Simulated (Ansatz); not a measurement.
# BClF2 (chlorodifluoroborane) at r2SCAN/aug-cc-pVDZ

Aim: the vertical ionisation energy of BClF2 (chlorodifluoroborane) at r2SCAN/aug-cc-pVDZ, from 2 runs. 

The calculation is run with Ansatz 0.2.0.

57 further runs of the same task are left out: 57 set aside as unsound or not needed.

## Step 1: Starting point

BClF2 has 4 atoms, charge 0, and is taken as a singlet. SMILES: `FB(F)Cl`. The coordinates come from a PBE0-D4/def2-TZVP relaxation.

Bond lengths: F1–B2 1.310 Å, B2–F3 1.310 Å, B2–Cl4 1.740 Å. Angles: F1–B2–F3 119.0°, F1–B2–Cl4 120.5°, F3–B2–Cl4 120.5°.

## Step 2: A single-point energy at r2SCAN/aug-cc-pVDZ

job.yaml

```yaml
basis:
  gaussian: {orbitals: aug-cc-pVDZ}
crystal:
  periodic: [false, false, false]
  atoms:
    - {symbol: F, position_ang: [-0.173700, -1.254300, -0.546300]}
    - {symbol: B, position_ang: [-0.067100, -0.041300, -0.062000]}
    - {symbol: F, position_ang: [-1.011600, 0.830100, -0.317700]}
    - {symbol: Cl, position_ang: [1.307900, 0.405300, 0.905700]}
hamiltonian: {xc: {name: r2SCAN}}
accuracy: high
output: {orbitals: {seedname: orbitals}}
```

Started as:

```console
$ ansatz run job.yaml --threads 1 --pin off --max-ram 3480MiB --events-out events.jsonl --progress --plain --runs-dir runs
```

What it wrote:

```text
Warning: RAYON_NUM_THREADS=1 ignored (pool sized by the plan → 1); use --threads N
Functional definition: r2SCAN
  name "r2SCAN"
  parameter k0 = 0.174
  parameter k1 = 0.065
  parameter a1 = 4.9479
  exchange = r2scan_x(k0 = k0, k1 = k1, a1 = a1)
  correlation = r2scan_c
1877 factors; integrals over basis functions are off by at most 2.9e-9 eV
mean field evaluation 1: about -18632.0092 eV, gradient 3.9e1 eV
mean field evaluation 2: about -18628.3182 eV, gradient 6.3e1 eV
mean field evaluation 4: about -18634.2990 eV, gradient 7.1e-1 eV
mean field evaluation 8: about -18634.3035 eV, gradient 7.2e-2 eV
mean field evaluation 16: about -18634.3035 eV, gradient 1.7e-6 eV
mean field -18634.30348194 eV, -684.7980221767 hartree, gradient 6.2e-8 eV, S^2 0.000000; 0 other end points of the search recorded, 0 dependent functions left out
reference -18634.30348352 eV, -684.7980222348 hartree; 20, 20 occupied and 76, 76 virtual orbitals, 1877 factors
Total energy: -18634.30348352 eV, -684.7980222348 hartree
```

Run time: 12 s. Hardware: 1 thread of Arm Neoverse V1, shared host; peak memory 0.28 GiB.

## Step 3: The doublet cation, same level

run.yaml

```yaml
crystal:
  periodic: [false, false, false]
  atoms:
    - {symbol: F, position_ang: [-0.173700, -1.254300, -0.546300]}
    - {symbol: B, position_ang: [-0.067100, -0.041300, -0.062000]}
    - {symbol: F, position_ang: [-1.011600, 0.830100, -0.317700]}
    - {symbol: Cl, position_ang: [1.307900, 0.405300, 0.905700]}
basis:
  gaussian:
    orbitals: aug-cc-pVDZ
total_charge: 1
magnetization:
  spin_polarized: true
  initial_magnetization: 1
hamiltonian:
  xc: r2scan
accuracy: high
output:
  orbitals: {seedname: orbitals}
```

Started as:

```console
$ ansatz run run.yaml --threads 1 --pin off --max-ram 3480MiB --events-out events.jsonl --progress --plain --runs-dir runs
```

What it wrote:

```text
Warning: RAYON_NUM_THREADS=1 ignored (pool sized by the plan → 1); use --threads N
Functional definition: r2SCAN
  name "r2SCAN"
  parameter k0 = 0.174
  parameter k1 = 0.065
  parameter a1 = 4.9479
  exchange = r2scan_x(k0 = k0, k1 = k1, a1 = a1)
  correlation = r2scan_c
1878 factors; integrals over basis functions are off by at most 2.9e-9 eV
mean field evaluation 1: about -18609.8952 eV, gradient 5.8e1 eV
mean field evaluation 2: about -18540.8376 eV, gradient 1.5e2 eV
mean field evaluation 4: about -18620.9283 eV, gradient 1.2e1 eV
mean field evaluation 8: about -18621.5807 eV, gradient 4.9e-1 eV
mean field evaluation 16: about -18621.5817 eV, gradient 2.6e-4 eV
mean field evaluation 32: about -18620.9386 eV, gradient 5.2e0 eV
mean field -18621.58171373 eV, -684.3305058181 hartree, gradient 1.0e-8 eV, S^2 0.753860; 6 other end points of the search recorded, 0 dependent functions left out
reference -18621.58171909 eV, -684.3305060149 hartree; 20, 19 occupied and 76, 77 virtual orbitals, 1878 factors
Total energy: -18621.58171909 eV, -684.3305060149 hartree
```

Wall time 35 s (1 thread of Arm Neoverse V1, shared host); peak memory 0.44 GiB.

## Step 4: Results

At r2SCAN/aug-cc-pVDZ:

```
                                          quantity          value
                       singlet BClF2: total energy  -684.79802 Eh
                        singlet BClF2: HOMO energy       -8.79 eV
                        singlet BClF2: LUMO energy       -0.91 eV
                      singlet BClF2: HOMO–LUMO gap        7.89 eV
                      doublet cation: total energy  -684.33051 Eh
doublet cation: HOMO energy (highest over α and β)      -17.62 eV
 doublet cation: LUMO energy (lowest over α and β)      -16.41 eV
                              doublet cation: ⟨S²⟩          0.754
vertical ionisation energy (to the doublet cation)      12.722 eV
```

What this shows: Removing an electron at fixed nuclei costs 12.72 eV (293 kcal/mol). The negative HOMO energy of the first species, 8.79 eV, lies 3.93 eV below that difference.
